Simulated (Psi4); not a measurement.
# A workflow on C5H12Si (vinyltrimethylsilane)

We compute a structure relaxation (SVWN-RPA/def2-SVP), then the harmonic vibrations (SVWN-RPA/def2-SVP) of C5H12Si (vinyltrimethylsilane). 

Program for the calculation: Psi4 1.11.

## (1) The molecule

C5H12Si has 18 atoms, charge 0, and is taken as a singlet. As SMILES, `C=C[Si](C)(C)C`. The coordinates come from a PBE0-D4/def2-TZVP relaxation. This is one conformer, not always the lowest. The run starts from this shape.

Some bond lengths: C1–C2 1.330 Å, C2–Si3 1.869 Å, Si3–C4 1.873 Å, Si3–C5 1.875 Å, Si3–C6 1.875 Å, C1–H7 1.087 Å, C1–H8 1.087 Å, C2–H9 1.091 Å, C4–H10 1.093 Å, C4–H11 1.093 Å, C4–H12 1.093 Å, C5–H13 1.093 Å, C5–H14 1.094 Å, C5–H15 1.093 Å, C6–H16 1.093 Å, C6–H17 1.093 Å. Some angles: C1–C2–Si3 124.8°, C2–Si3–C4 109.7°, C2–Si3–C5 108.9°, C2–Si3–C6 108.9°, C4–Si3–C5 110.1°, C4–Si3–C6 110.1°, C5–Si3–C6 109.2°, C1–C2–H9 117.2°, Si3–C2–H9 118.0°, C2–C1–H7 122.5°.

## (2) A structure relaxation at SVWN-RPA/def2-SVP (density fitting) (run 1)

input.inp reads:

```
memory 1.6 GB

molecule {
  0 1
  C     -2.463470    -0.560850     0.441110
  C     -1.600000     0.041460    -0.372240
  Si     0.250010     0.097990    -0.111240
  C      0.693770    -0.817270     1.461280
  C      0.791320     1.889350     0.012330
  C      1.095130    -0.702450    -1.581740
  H     -3.533840    -0.570330     0.252000
  H     -2.138230    -1.076560     1.340760
  H     -2.008990     0.536650    -1.254490
  H      0.218540    -0.365270     2.335650
  H      1.775050    -0.792910     1.621980
  H      0.389440    -1.865980     1.413780
  H      0.321910     2.383320     0.866720
  H      1.875770     1.963820     0.132240
  H      0.516990     2.446350    -0.887640
  H      0.807560    -1.752570    -1.676110
  H      0.825840    -0.197420    -2.513330
  H      2.183160    -0.657310    -1.481070
  units angstrom
}

set geom_maxiter 60

optimize("svwn/def2-SVP")
```

Command:

```sh
$ psi4 input.inp input.out -n 1
```

input.out:

```text
[...]
  Running in c1 symmetry.
[...]
  Nuclear repulsion =  299.871505659822446
[...]
  Multiplicity = 1
[...]
  Nalpha       = 28
  Nbeta        = 28
[...]
    Number of basis functions: 148
[...]
   @DF-RKS iter   1:  -483.93844675808134    3.51367e-01   9.65815e-03 DIIS/ADIIS
[...]
   @DF-RKS iter   8:  -485.05968254593051   -3.18323e-12   2.45105e-09 DIIS
[...]
  @DF-RKS Final Energy:  -485.05968254593051
   => Energetics <=
    Nuclear Repulsion Energy =            299.6647713439447784
    One-Electron Energy =               -1260.7351652825027486
    Two-Electron Energy =                 526.3994601502060959
    DFT Exchange-Correlation Energy =     -50.3887487575785968
    Empirical Dispersion Energy =           0.0000000000000000
    VV10 Nonlocal Energy =                  0.0000000000000000
    Total Energy =                       -485.0596825459305137
[...]
 Multipole Moments:
 ------------------------------------------------------------------------------------
     Multipole            Electronic (a.u.)      Nuclear  (a.u.)        Total (a.u.)
 ------------------------------------------------------------------------------------
 L = 1.  Multiply by 2.5417464519 to convert [e a0] to [Debye]
 Dipole X            :         -2.1109489            2.2175722            0.1066233
 Dipole Y            :          0.1093997           -0.0951950            0.0142047
 Dipole Z            :         -0.5800956            0.5773031           -0.0027925
 Magnitude           :                                                    0.1076016
[...]
  -Total Gradient:
     Atom            X                  Y                   Z
    ------   -----------------  -----------------  -----------------
       1       -0.000088276338     0.000114727800    -0.000201639304
       2       -0.000029674824    -0.000175794046     0.000281136830
       3        0.000023216328     0.000030743341    -0.000046016880
       4       -0.000068405021     0.000036413448    -0.000066563834
       5       -0.000025825440    -0.000078047705    -0.000011596387
       6       -0.000038932480     0.000039605416     0.000061421490
       7        0.000026064373    -0.000022827933     0.000042738511
       8        0.000095326411     0.000017334885    -0.000011530699
       9        0.000040301372     0.000045233850    -0.000067611891
      10        0.000007245361    -0.000016790912     0.000030658440
      11        0.000041428074     0.000008385552    -0.000006383950
      12        0.000008706491    -0.000019495265     0.000027546645
[...]
```

On the terminal:

```text
Optimizer: Optimization complete!
```

Run time: 86 s. Hardware: 1 thread of AMD EPYC 7R43 (Zen 3), shared host; peak memory 0.77 GiB.

Step by step:

```tsv
step	energy from the first frame kept (eV)	largest force (eV/Å)
0	0.0000	0.6846
1	-0.0608	0.0404
2	-0.0613	0.0261
3	-0.0614	0.0171
```

After the run. Some bond lengths: C1–C2 1.339 Å, C2–Si3 1.865 Å, Si3–C4 1.868 Å, Si3–C5 1.871 Å, Si3–C6 1.871 Å, C1–H7 1.105 Å, C1–H8 1.106 Å, C2–H9 1.109 Å, C4–H10 1.110 Å, C4–H11 1.109 Å, C4–H12 1.110 Å, C5–H13 1.109 Å, C5–H14 1.110 Å, C5–H15 1.109 Å, C6–H16 1.109 Å, C6–H17 1.109 Å. Some angles: C1–C2–Si3 123.5°, C2–Si3–C4 108.5°, C2–Si3–C5 109.3°, C2–Si3–C6 109.3°, C4–Si3–C5 110.3°, C4–Si3–C6 110.3°, C5–Si3–C6 109.1°, C1–C2–H9 117.8°, Si3–C2–H9 118.7°, C2–C1–H7 122.8°.

## (3) Vibrational wavenumbers at SVWN-RPA/def2-SVP (run 2)

c5h12si.sdf reads:

```

     RDKit          3D

 18 17  0  0  0  0  0  0  0  0999 V2000
   -2.4400   -0.5720    0.4652 C   0  0  0  0  0  0  0  0  0  0  0  0
   -1.5979    0.0428   -0.3741 C   0  0  0  0  0  0  0  0  0  0  0  0
    0.2491    0.1023   -0.1188 Si  0  0  0  0  0  4  0  0  0  0  0  0
    0.6603   -0.8173    1.4547 C   0  0  0  0  0  0  0  0  0  0  0  0
    0.7978    1.8867    0.0085 C   0  0  0  0  0  0  0  0  0  0  0  0
    1.1006   -0.6971   -1.5806 C   0  0  0  0  0  0  0  0  0  0  0  0
   -3.5326   -0.6006    0.3034 H   0  0  0  0  0  0  0  0  0  0  0  0
   -2.0702   -1.0864    1.3721 H   0  0  0  0  0  0  0  0  0  0  0  0
   -2.0290    0.5408   -1.2661 H   0  0  0  0  0  0  0  0  0  0  0  0
    0.1603   -0.3560    2.3314 H   0  0  0  0  0  0  0  0  0  0  0  0
    1.7534   -0.8047    1.6432 H   0  0  0  0  0  0  0  0  0  0  0  0
    0.3393   -1.8779    1.3951 H   0  0  0  0  0  0  0  0  0  0  0  0
    0.3163    2.3906    0.8712 H   0  0  0  0  0  0  0  0  0  0  0  0
    1.8977    1.9545    0.1391 H   0  0  0  0  0  0  0  0  0  0  0  0
    0.5303    2.4519   -0.9079 H   0  0  0  0  0  0  0  0  0  0  0  0
    0.8028   -1.7605   -1.6821 H   0  0  0  0  0  0  0  0  0  0  0  0
    0.8388   -0.1791   -2.5262 H   0  0  0  0  0  0  0  0  0  0  0  0
    2.2038   -0.6569   -1.4670 H   0  0  0  0  0  0  0  0  0  0  0  0
  2  1  2  0
  3  2  1  0
  4  3  1  0
  5  3  1  0
  6  3  1  0
  7  1  1  0
  8  1  1  0
  9  2  1  0
 10  4  1  0
 11  4  1  0
 12  4  1  0
 13  5  1  0
 14  5  1  0
 15  5  1  0
 16  6  1  0
 17  6  1  0
 18  6  1  0
M  END
$$$$
```

calc.py reads:

```python
import psi4
from rdkit import Chem

psi4.set_memory('1600 MB')
psi4.set_num_threads(1)
psi4.set_output_file('c5h12si.out', False)

rd = Chem.SDMolSupplier('c5h12si.sdf', removeHs=False, sanitize=False)[0]
xyz = rd.GetConformer().GetPositions()
atoms = '\n'.join(f'{a.GetSymbol()} {x:.4f} {y:.4f} {z:.4f}' for a, (x, y, z) in zip(rd.GetAtoms(), xyz))
geom = psi4.geometry('0 1\n' + atoms + '')

psi4.set_options(dict(basis='def2-SVP', t=700.0, rotational_symmetry_number=1, scf_type='pk'))

energy_value = psi4.frequencies('svwn', molecule=geom)
print('E =', round(energy_value, 9))
```

Command:

```sh
$ python calc.py
```

c5h12si.out (excerpt; [...] marks lines left out):

```text
[...]
  Running in c1 symmetry.
[...]
  Nuclear repulsion =  299.664673044457402
[...]
  Multiplicity = 1
[...]
  Nalpha       = 28
  Nbeta        = 28
[...]
    Number of basis functions: 148
[...]
   @RKS iter   1:  -483.95068623255503    3.08592e-01   9.58627e-03 DIIS/ADIIS
[...]
  -Total Gradient:
     Atom            X                  Y                   Z
    ------   -----------------  -----------------  -----------------
       1       -0.000091043351     0.000112702225    -0.000188572252
       2       -0.000035278113    -0.000203463105     0.000316610235
       3        0.000052668720    -0.000004753191    -0.000033209323
       4       -0.000058292971     0.000084139255    -0.000117838939
       5        0.000000278061    -0.000068225686    -0.000063935677
       6       -0.000079994822     0.000012857663     0.000114758567
       7        0.000036660305    -0.000023799929     0.000042706941
       8        0.000090084906     0.000029109097    -0.000034642599
       9        0.000022303578     0.000062378182    -0.000097401425
      10       -0.000015279077     0.000002834185     0.000069228460
      11        0.000068200159     0.000012170040    -0.000005789079
      12       -0.000011820834    -0.000082044721     0.000024144526
[...]
   @RKS iter  13:  -485.05953724294028   -1.76215e-12   1.92990e-09 DIIS
[...]
  @RKS Final Energy:  -485.05953724294028
   => Energetics <=
    Nuclear Repulsion Energy =            299.6646730444574018
    One-Electron Energy =               -1260.7351875489730446
    Two-Electron Energy =                 526.3997471485915867
    DFT Exchange-Correlation Energy =     -50.3887698870162595
    Empirical Dispersion Energy =           0.0000000000000000
    VV10 Nonlocal Energy =                  0.0000000000000000
    Total Energy =                       -485.0595372429402801
[...]
  ==> Harmonic Vibrational Analysis <==
[...]
  Freq [cm^-1]                 78.6032             151.7772            156.6814
[...]
  Freq [cm^-1]                 164.1927            169.7481            171.9954
[...]
  Freq [cm^-1]                2978.6101           2978.7631           2978.9676
[...]
  Freq [cm^-1]                3041.8289           3055.2955           3084.9865
[...]
  Freq [cm^-1]                3085.9819           3086.5245           3087.1782
[...]
  Freq [cm^-1]                3090.7994           3091.3428           3138.5222
[...]
```

The script printed:

```text
Warning: used thermodynamics relations inappropriate for low-frequency modes: ['78.6032' '151.7772' '156.6814' '164.1927' '169.7481' '171.9954'
 '192.9328' '214.8672' '217.2028' '345.8261' '509.3429' '583.0377']
E = -485.059537243
```

Run time: 27 min. Hardware: 1 thread of AMD EPYC 7R43 (Zen 3), shared host; peak memory 1.3 GiB.

## (4) What came out

| quantity | value |
| --- | --- |
| run 1, SVWN-RPA/def2-SVP: total energy at the end | -485.05968 Eh |
| run 1, SVWN-RPA/def2-SVP: dipole moment | 0.27 D |
| run 1, SVWN-RPA/def2-SVP: HOMO energy | -6.96 eV |
| run 1, SVWN-RPA/def2-SVP: LUMO energy | -1.62 eV |
| run 1, SVWN-RPA/def2-SVP: HOMO–LUMO gap | 5.34 eV |
| run 2, SVWN-RPA/def2-SVP: total energy | -485.05954 Eh |
| run 2, SVWN-RPA/def2-SVP: lowest harmonic wavenumber | 79 cm⁻¹ |
| run 2, SVWN-RPA/def2-SVP: highest harmonic wavenumber | 3139 cm⁻¹ |
| run 2, SVWN-RPA/def2-SVP: zero-point energy | 389.5 kJ/mol |
| run 2, SVWN-RPA/def2-SVP: ideal-gas entropy at 700 K (symmetry number 1 as used) | 139.7 cal/(mol K) |

In words: The optimisation (run 1, SVWN-RPA/def2-SVP) took 4 steps and changed the energy by -0.061 eV. All 48 modes (run 2, SVWN-RPA/def2-SVP) are real, so the shape is a minimum at this level.
